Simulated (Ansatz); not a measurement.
LuBe:

```xyz
2
Lattice="3.3204 0.0000 0.0000 0.0000 3.3204 0.0000 0.0000 0.0000 3.3204" Properties=species:S:1:pos:R:3 pbc="T T T"
Lu    0.0000    0.0000    0.0000
Be    1.6602    1.6602    1.6602
```

The cell was built by a generator and needn't be a form met in nature.

Base run:

| Item | Value |
| --- | --- |
| Program | Ansatz 0.2.0 |
| Functional | BLYP |
| Potentials or basis | Ansatz PAW |
| Cutoff | 420 eV |
| Density cutoff | 1680 eV |
| k mesh | 8 × 8 × 8 |
| Occupations | fermi-dirac, width 0.05 eV |
| Spin | no spin polarisation |

Its results: band gap on the k mesh none (metal or under the smearing width); pressure 1.7 GPa.

After a change of settings the same cell gave: band gap on the k mesh none (metal or under the smearing width); pressure 0.1 GPa. Which change was it?
A. functional from BLYP to RPBE
B. functional from BLYP to PBE
C. functional from BLYP to PBEsol
D. functional from BLYP to LDA

B.

PBE binds more tightly than BLYP, so the same cell stands under less pressure.

Caveats: the potentials were made for another functional, which shifts forces and pressure (some runs); the PAW data sets come from PBE, with cores solved anew for the run's functional, which leaves a small shift of forces and pressure (some runs).

Not every run made on this cell is shown here.
